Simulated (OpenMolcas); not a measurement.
# Co³⁺ with 4 ligands (fluoride): CASSCF and CASPT2 levels and susceptibility

Which state of Co³⁺ lies lowest among these ligands, how large is the field, and what χT follows?

Method: state-averaged CASSCF and CASPT2, spin-orbit coupling by RASSI with atomic mean-field integrals. Code: OpenMolcas 26.06.

**1. What is computed**

- Species: Co³⁺ (cobalt, Z = 27, 24 electrons)
- Basis: ANO-RCC-VDZP [5s4p2d1f], 90 functions with the ligands
- Scalar Hamiltonian: DKH2, point nucleus
- Inactive shells: 1s 2s 2p 3s 3p of the metal, and all ligand shells
- Active space: 6 electrons in 5 orbitals (3d)
- Some configurations of this space: 3d⁶
- Orbitals: optimised for each spin and parity, averaged over all roots

The outer shells:

3d6
```
3d [↑↓][↑ ][↑ ][↑ ][↑ ]
```

Co³⁺ is taken with 4 ligands (fluoride) in square coordination (D4h) at 1.76 Å. A charge of +0.25 e stands 3.2 Å behind each ligand. Ligand basis ANO-RCC-VDZP. The distances are assumed, not relaxed.

```xyz
5

Co    0.0000    0.0000    0.0000
F     1.7600    0.0000    0.0000
F     0.0000    1.7600    0.0000
F    -1.7600    0.0000    0.0000
F     0.0000   -1.7600    0.0000
```

Each step is its own input file, run in one work folder so that later steps find the files of earlier ones. Labels, J, g values, rates, χT and fits are worked out afterwards by a script from the matrices that RASSI stores. The input lists half of the charges; inversion (Group=XYZ) makes the rest.

**2. Basis and integrals**

Input file a.inp:

```
&GATEWAY
Coord
5

Co 0.0 0.0 0.0
F 1.760000 0.000000 0.000000
F 0.000000 1.760000 0.000000
F -1.760000 0.000000 0.000000
F 0.000000 -1.760000 0.000000
Basis=Co.ANO-RCC-VDZP,F.ANO-RCC-VDZP
Group=XYZ
NoMove
AngMom=0.0 0.0 0.0
AMFI
RICD
XField
2 Angstrom 0
4.960000 0.000000 0.000000 0.250000
0.000000 4.960000 0.000000 0.250000
&SEWARD
```

Started as:

```console
$ OMP_NUM_THREADS=1 MOLCAS_MEM=2457 MOLCAS_PROJECT=a pymolcas a.inp > a.log
```

**3. Reference wave functions, quintets of even parity, 5 roots**

Input file a.inp:

```
&RASSCF
FileOrb=start.orb
Symmetry=1
Spin=5
nActEl=6 0 0
Inactive=13 16
Ras2=5 0
CIRoot=5 5 1
SDav=5
CIMx=300
Iter=150 100
PrWF=0.3
OrbListing=Nothing
MaxOrb=0
LevShft=1.0
>>> COPY $Project.JobIph JOB001
```

start.orb holds start orbitals that the driver prepared beforehand, or those of the step before.

**4. CASSCF: triplets of even parity, 45 roots**

Input file a.inp:

```
&RASSCF
FileOrb=start.orb
Symmetry=1
Spin=3
nActEl=6 0 0
Inactive=13 16
Ras2=5 0
CIRoot=45 45 1
SDav=45
CIMx=300
Iter=150 100
PrWF=0.3
OrbListing=Nothing
MaxOrb=0
LevShft=1.0
>>> COPY $Project.JobIph JOB002
```

**5. Reference wave functions, singlets of even parity, 50 roots**

Input file a.inp:

```
&RASSCF
FileOrb=start.orb
Symmetry=1
Spin=1
nActEl=6 0 0
Inactive=13 16
Ras2=5 0
CIRoot=50 50 1
SDav=50
CIMx=300
Iter=150 100
PrWF=0.3
OrbListing=Nothing
MaxOrb=0
LevShft=1.0
>>> COPY $Project.JobIph JOB003
```

**6. RASSI: spin-orbit coupling between the states**

Input file a.inp:

```
&RASSI
NrOfJobIphs=3 5 45 50
1 2 3 4 5
1 2 3 4 5 6 7 8 9 10 11 12 13 14 15 16 17 18 19 20 21 22 23 24 25 26 27
28 29 30 31 32 33 34 35 36 37 38 39 40 41 42 43 44 45
1 2 3 4 5 6 7 8 9 10 11 12 13 14 15 16 17 18 19 20 21 22 23 24 25 26 27
28 29 30 31 32 33 34 35 36 37 38 39 40 41 42 43 44 45 46 47 48 49 50
IphNames
JOB001
JOB002
JOB003
EJob
SpinOrbit
DIPRint=1.0
SOCoupling=1000.0
Subsets=2
Property=9
'ANGMOM' 1 'ANGMOM' 2 'ANGMOM' 3 'MLTPL  1' 1 'MLTPL  1' 2 'MLTPL  1' 3
'AMFI' 1 'AMFI' 2 'AMFI' 3
SOProperty=3
'ANGMOM' 1 'ANGMOM' 2 'ANGMOM' 3
```

**7. CASPT2: IPEA 0.25, imaginary shift 0.1 (closed shells correlated: 3s 3p of the metal, with ligand shells; the Frozen line counts the rest)**

Input file a.inp:

```
>>> COPY JOB001 $Project.JobIph
&CASPT2
Multistate=5 1 2 3 4 5
NoMult
Frozen=4 5
IPEA=0.25
Imaginary=0.1
MaxIter=60
WThr=0.0 0.3 0.05
PrWF=0.5
NoMix
>>> COPY JOB002 $Project.JobIph
&CASPT2
Multistate=45 1 2 3 4 5 6 7 8 9 10 11 12 13 14 15 16 17 18 19 20 21 22
23 24 25 26 27 28 29 30 31 32 33 34 35 36 37 38 39 40 41 42 43 44 45
NoMult
Frozen=4 5
IPEA=0.25
Imaginary=0.1
MaxIter=60
WThr=0.0 0.3 0.05
PrWF=0.5
NoMix
>>> COPY JOB003 $Project.JobIph
&CASPT2
Multistate=50 1 2 3 4 5 6 7 8 9 10 11 12 13 14 15 16 17 18 19 20 21 22
23 24 25 26 27 28 29 30 31 32 33 34 35 36 37 38 39 40 41 42 43 44 45 46
47 48 49 50
NoMult
Frozen=4 5
IPEA=0.25
Imaginary=0.1
MaxIter=60
WThr=0.0 0.3 0.05
PrWF=0.5
NoMix
```

(Steps that only read results are left out.)

Before running it: what results should come out? Wanted: spin-free ground state; first state of the same spin within the active space; lowest level; next level.

As calculated:

| quantity | value |
| --- | --- |
| method | SS-CASPT2, IPEA 0.25, imaginary shift 0.1 (closed shells correlated: 3s 3p of the metal, with ligand shells; the Frozen line counts the rest) |
| spin-free ground state | 3A2, 1-fold in its orbital part |
| first state of the same spin within the active space | 3E at 668 cm⁻¹ |
| lowest level | 1-fold A1 |
| next level | 145.3 cm⁻¹ |
| χT at 300 K | 2.43 cm³ K/mol |
| effective moment at 300 K | 4.41 μB |

Cost by method:

| method | time of its own steps | time with the reference |
| --- | --- | --- |
| A. CASSCF | 49 s | 49 s |
| B. SS-CASPT2, IPEA 0.25, imaginary shift 0.1, +3s 3p | 2.6 min | 3.4 min |

Times are of one thread on a shared host.

**Reading.** The spin-free ground state (3A2) is 1-fold and has less than the highest spin computed. χT at 300 K is 2.43, against 1.00 cm³ K/mol for the spin alone, so orbital moment adds to it. With metal d orbitals alone active, the gaps between spin states are rough; where two lie within a few thousand cm-1, their order is open. With one d shell, CASPT2 may overshoot the field of a late 3d ion.
